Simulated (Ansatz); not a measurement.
# AgRh (P-6m2) in Ansatz: a series of runs

Runs on AgRh. Level: PBEsol. Tasks: band structure.

All numbers are computed with Ansatz 0.2.0; they aren't measurements. Logs are shortened: lines on timing, memory, paths and dates and some standing lists are left out, and cuts for length are marked.

### Step 1. Starting point

The structure is hexagonal, space group P-6m2 (No. 187). Conventional cell: a = 2.778 Å, b = 2.778 Å, c = 4.809 Å, α = 90.00°, β = 90.00°, γ = 120.00°. Ag (site symmetry -6m2) is surrounded by 6 Ag at 2.78 Å and 6 Rh at 2.89 Å. Rh (site symmetry -6m2) is surrounded by 6 Rh at 2.78 Å and 6 Ag at 2.89 Å.

The cell comes from a database or a generator and needn't be the stable form of this composition.

### Step 2. Band structure, PBEsol

input.yaml

```yaml
crystal:
  lattice:
    - [2.7775881998, 0.0, 0.0]
    - [-1.3887940999, 2.4054619423, 0.0]
    - [0.0, 0.0, 4.808602]
  atoms:
    - { symbol: Ag, position: [0.0, 0.0, 0.5] }
    - { symbol: Rh, position: [0.6666666667, 0.3333333333, 0.0] }
hamiltonian:
  xc: pbesol
  pseudopotentials: { kind: nc, accuracy: stringent }
kpoints:
  mp_grid: { grid: [11, 11, 6] }
  band_path:
    path:
      - [[0.0, 0.0, 0.0], [0.5, 0.0, 0.0], [0.3333333333, 0.3333333333, 0.0], [0.0, 0.0, 0.0], [0.0, 0.0, 0.5], [0.5, 0.0, 0.5], [0.3333333333, 0.3333333333, 0.5], [0.0, 0.0, 0.5]]
      - [[0.5, 0.0, 0.5], [0.5, 0.0, 0.0]]
      - [[0.3333333333, 0.3333333333, 0.0], [0.3333333333, 0.3333333333, 0.5]]
    npoints: 14
scf:
  occupations: { method: fermi_dirac, width: 0.05 }
  n_extra_bands: 6
output:
  forces: true
  stress: true
  eigenvalues: true
  fatbands: false
```

Potentials or basis: PseudoDojo stringent (PBEsol files).

Launch:

```console
$ ansatz run input.yaml --threads 2 --pin off --max-ram 5632MiB --backend cpu --events-out ev --progress --plain --runs-dir out
```

The log of the run:

```text
Warning: The stringent table, which hamiltonian.pseudopotentials names, holds the potential of the library's standard table for Ag, Rh (one content_sha256, or a second file that the publisher made of the same generator input, which states another). The run takes no other species from the library, so that hamiltonian.pseudopotentials.accuracy: standard would change no potential of it. The deck needs no change, but a comparison with a run at hamiltonian.pseudopotentials.accuracy: standard does not test the potential of Ag, Rh. To test it, run on another potential, such as that of hamiltonian.pseudopotentials: {kind: paw}
Warning: RAYON_NUM_THREADS=2 ignored (pool sized by the plan → 2); use --threads N
scf.n_extra_bands = 6 over 18 filled bands (N_el = 36.0): the run solves 24 bands
Engine: ansatz 0.2.0, x86_64-unknown-linux-gnu
Pseudopotentials: kind: nc
Pseudopotential: Ag, nc, valence charge 19, recommended cutoff 1115.666836 eV (normal), Ag.nc.azcp (PseudoDojo's, or run here from an input of PseudoDojo's; its table is named by hamiltonian.pseudopotentials.accuracy)
Pseudopotential: Rh, nc, valence charge 17, recommended cutoff 1197.300995 eV (normal), Rh.nc.azcp (PseudoDojo's, or run here from an input of PseudoDojo's; its table is named by hamiltonian.pseudopotentials.accuracy)
Functional definition: PBEsol
  exchange = pbesol_x
  correlation = pbesol_c
Crystal: 2 atoms, lattice volume = 32.128 Å³
Basis set: ecut = 1197.300995 eV, 3045 PW (Γ), exchange–correlation on 64×64×120 points (8 copies of the dense FFT grid, shifted against one another)
Bands: 24, of which v1, the nominal top of the filled ones, is band 18 counted from 1 (17 counted from 0)
Symmetry: 12 space group operations
Space group: P-6m2 (ITA 187), of the structure as read, at distance tolerance 3.2e-5 Å
k-points: 64 of 726 (time reversal used)
Non-local potential: Ag, projectors of the file, l = 0: 2, l = 1: 2, l = 2: 2
Non-local potential: Rh, projectors of the file, l = 0: 2, l = 1: 2, l = 2: 2
Initial density: superposition of atomic densities (chi_scale 0.1, normalization cell, long waves kept (reshape's long-wave potential 0.01 eV rms))
Initial wavefunctions: pseudopotential atomic-orbital guess
Functional: x = pbesol(κ = 0.804, μ = 0.12345679012345678), c = pbesol(β = 0.046)
SCF iter   1: F=—  HF=-7405.321120 eV  |F-HF|=—  |Δ(HF+E_count)|=         —  Δρ=1.28e-1  dr2=7.22e0  ethr=3.10e-3  ⟨swp⟩=6.7  Hψ=7447  notcnv=0  defer=5
preconditioner: auto → Kerker (q_TF=auto, 2.781 Å⁻¹)  [metal: Δε(μ)=0.031 eV  Ē_g=11.540 eV  σ=0.050 eV  W_gap=0.15  n_scr=10 (ndim 8)  ℏωp=29.3 eV  f_vac=0.000  D(μ)=3.32/eV (n_scr^D=36)]
SCF iter   2: F=—  HF=-7404.043376 eV  |F-HF|=—  |Δ(HF+E_count)|=    1.28e0  Δρ=3.04e-2  dr2=2.05e-1  ethr=3.10e-3  ⟨swp⟩=3.2  Hψ=3487  notcnv=0  defer=53
SCF iter   3: F=—  HF=-7403.995829 eV  |F-HF|=—  |Δ(HF+E_count)|=   4.75e-2  Δρ=1.38e-2  dr2=4.99e-2  ethr=5.69e-4  ⟨swp⟩=2.1  Hψ=3318  notcnv=0  defer=56
SCF iter   4: F=—  HF=-7403.987027 eV  |F-HF|=—  |Δ(HF+E_count)|=   8.80e-3  Δρ=4.35e-3  dr2=4.66e-3  ethr=1.39e-4  ⟨swp⟩=2.1  Hψ=1913  notcnv=0  defer=56
SCF iter   5: F=—  HF=-7403.986281 eV  |F-HF|=—  |Δ(HF+E_count)|=   7.46e-4  Δρ=1.03e-3  dr2=4.13e-4  ethr=1.30e-5  ⟨swp⟩=2.8  Hψ=2479  notcnv=0  defer=56
SCF iter   6: F=—  HF=-7403.986226 eV  |F-HF|=—  |Δ(HF+E_count)|=   5.43e-5  Δρ=2.02e-4  dr2=1.67e-5  ethr=1.15e-6  ⟨swp⟩=1.8  Hψ=1669  notcnv=0  defer=56
SCF iter   7: F=—  HF=-7403.986218 eV  |F-HF|=—  |Δ(HF+E_count)|=   8.63e-6  Δρ=5.84e-5  dr2=1.27e-6  ethr=4.65e-8  ⟨swp⟩=2.4  Hψ=2490  notcnv=0  defer=56
SCF iter   8: F=-7403.986218 eV  HF=-7403.986218 eV  |F-HF|=2.85e-8  |Δ(HF+E_count)|=   9.02e-8  Δρ=1.57e-5  dr2=5.82e-8  ethr=2.78e-10  ⟨swp⟩=12.5  Hψ=9271  notcnv=0
SCF 1 converged in 8 iterations: F = -7403.986218 eV  dr2 = 5.82e-8
NSCF: frozen V_eff on 129 k-points
SCF converged after 8 iterations
Free energy (F): -7403.986218 eV
Harris-Foulkes:  -7403.986218 eV  (|F-HF|=2.85e-8)
Internal energy: -7403.960751 eV  (E = F + TS)
E sigma→0 (E₀):  -7403.973484 eV
Entropy (-TS):   -0.025467 eV (-12.733 meV/atom)
Fermi energy:    18.029236 eV
--- Per-component energies (eV) ---
  E_band       = -354.374562
  E_kinetic    = 2492.508284
  E_local      = -5070.440250  (includes V_loc(G=0)·N_el)
  E_nonlocal   = 132.963406
  E_hartree    = 1520.750840
  E_xc         = -1136.507891
  E_vxc        = -950.902807  (∫ρ·V_xc dr)
  E_ewald      = -5343.235140
  E_smearing   = -0.025467  (= −TS)
  E_closure    = 0.000000  (closes the sum)
  Σ components = -7403.986218   (vs F -7403.986218, Δ=0.00e0)
--- Forces (eV/Å), atoms counted from 1 ---
  atom   1  Ag    -0.00000000     0.00000000     0.00000000
  atom   2  Rh     0.00000000     0.00000000    -0.00000000
  max |Σ_I F_I| component: 6.48e-17 eV/Å
--- Stress (GPa, compression-positive) ---
      -10.418558       0.000000      -0.000000
        0.000000     -10.418558      -0.000000
       -0.000000      -0.000000     -10.634473
  P = ⅓ Tr σ = -10.4905 GPa (-104.905 kbar)
--- Band table (eV; the first three rows and the last of 64) ---
  k-point 0: bands = ["-73.3976", "-59.8191", "-36.8824", "-36.8014", "-36.8014", "-27.5728", "-27.5698", "-27.5698", "10.8041", "12.3201", "13.8394", "13.8394", "14.7996", "15.0162", "15.0162", "16.2469", "16.2469", "18.1449", "18.1677", "18.1677", "23.3419", "34.7739", "35.3443", "36.9568"]
  k-point 1: bands = ["-73.3976", "-59.8191", "-36.8821", "-36.8014", "-36.8014", "-27.5736", "-27.5698", "-27.5698", "10.9972", "12.3674", "13.8298", "13.8298", "14.7144", "14.9948", "14.9948", "16.2948", "16.2948", "17.2783", "18.1605", "18.1605", "24.5915", "34.1042", "35.4764", "36.6261"]
  k-point 2: bands = ["-73.3976", "-59.8192", "-36.8816", "-36.8014", "-36.8014", "-27.5751", "-27.5698", "-27.5698", "11.4648", "12.5343", "13.8121", "13.8121", "14.3856", "14.9513", "14.9513", "16.0071", "16.3938", "16.3938", "18.1416", "18.1416", "27.1314", "32.6177", "35.1030", "35.9131"]
  k-point 63: bands = ["-73.3747", "-59.7640", "-36.9579", "-36.9201", "-36.8545", "-27.8866", "-27.8095", "-27.5133", "13.0919", "13.3723", "13.6863", "13.6938", "14.1244", "15.5895", "16.1089", "16.5687", "16.9279", "18.0692", "22.8710", "24.2951", "25.1311", "26.2863", "26.7466", "27.7741"]
```

Run time: 27 s. Hardware: 2 threads of AMD EPYC 7R43 (Zen 3), shared host; peak memory 0.52 GiB.

Results:

```yaml
Free_energy: -7403.9862 eV
Pressure: -10.5 GPa
Band_gap_on_the_k_mesh: none (metal or under the smearing width)
```

Levels at the corners of the path, in eV from the Fermi level:
```
point  band 15  band 16  band 17  band 18  band 19  band 20  band 21  band 22
    Γ    -3.01    -1.78    -1.78     0.12     0.14     0.14     5.31    16.74
    M    -2.10    -1.62    -0.08     1.13     1.84     3.98     8.39     8.63
    K    -1.85    -1.29    -0.92    -0.52     5.21     5.39     5.61    11.38
    Γ    -3.01    -1.78    -1.78     0.12     0.14     0.14     5.31    16.74
    A    -3.10    -2.48    -1.58    -1.58     0.10     0.10    11.53    12.50
    L    -1.70    -0.58    -0.17     1.13     1.68     2.44     6.46     7.87
    H    -1.96    -1.72    -1.14     0.03     5.46     6.93     7.19     7.87
    A    -3.10    -2.48    -1.58    -1.58     0.10     0.10    11.53    12.50
    L    -1.70    -0.58    -0.17     1.13     1.68     2.44     6.46     7.87
    M    -2.10    -1.62    -0.08     1.13     1.84     3.98     8.39     8.63
    K    -1.85    -1.29    -0.92    -0.52     5.21     5.39     5.61    11.38
    H    -1.96    -1.72    -1.14     0.03     5.46     6.93     7.19     7.87
```

### Step 3. Band structure, PBEsol

Changes to input.yaml since step 2:

```diff
@@ -10,3 +10,3 @@
   xc: pbesol
-  pseudopotentials: { kind: nc, accuracy: stringent }
+  pseudopotentials: { kind: paw, source: ansatz }
 kpoints:
@@ -26,2 +26,2 @@
   eigenvalues: true
-  fatbands: false
+  fatbands: true
```

Potentials or basis: Ansatz PAW earlier set.

Launch:

```console
$ ansatz run input.yaml --threads 2 --pin off --max-ram 5632MiB --backend cpu --events-out ev --progress --plain --runs-dir out
```

Run time: 12 s. Hardware: 2 threads of AMD EPYC 7R43 (Zen 3), shared host; peak memory 0.39 GiB.

Results (log left out):

```
Free energy            : -13875.3984 eV
Pressure               : -10.6 GPa
Band gap on the k mesh : none (metal or under the smearing width)
```

Stress tensor (GPa, compression positive):
```
-10.55   0.00   0.00
  0.00 -10.55   0.00
  0.00   0.00 -10.73
```

Levels at the corners of the path, in eV from the Fermi level:
| point | band 15 | band 16 | band 17 | band 18 | band 19 | band 20 | band 21 | band 22 |
| --- | --- | --- | --- | --- | --- | --- | --- | --- |
| Γ | -3.01 | -1.78 | -1.78 | 0.12 | 0.14 | 0.14 | 5.32 | 16.48 |
| M | -2.11 | -1.62 | -0.08 | 1.14 | 1.84 | 3.98 | 8.37 | 8.62 |
| K | -1.85 | -1.29 | -0.92 | -0.53 | 5.21 | 5.38 | 5.61 | 11.37 |
| Γ | -3.01 | -1.78 | -1.78 | 0.12 | 0.14 | 0.14 | 5.32 | 16.48 |
| A | -3.10 | -2.48 | -1.58 | -1.58 | 0.10 | 0.10 | 11.50 | 12.46 |
| L | -1.70 | -0.58 | -0.17 | 1.14 | 1.68 | 2.45 | 6.46 | 7.88 |
| H | -1.96 | -1.71 | -1.14 | 0.03 | 5.46 | 6.93 | 7.19 | 7.86 |
| A | -3.10 | -2.48 | -1.58 | -1.58 | 0.10 | 0.10 | 11.50 | 12.46 |
| L | -1.70 | -0.58 | -0.17 | 1.14 | 1.68 | 2.45 | 6.46 | 7.88 |
| M | -2.11 | -1.62 | -0.08 | 1.14 | 1.84 | 3.98 | 8.37 | 8.62 |
| K | -1.85 | -1.29 | -0.92 | -0.53 | 5.21 | 5.38 | 5.61 | 11.37 |
| H | -1.96 | -1.71 | -1.14 | 0.03 | 5.46 | 6.93 | 7.19 | 7.86 |

Caveat: the PAW data sets come from PBE, with cores solved anew for the run's functional, which leaves a small shift of forces and pressure.
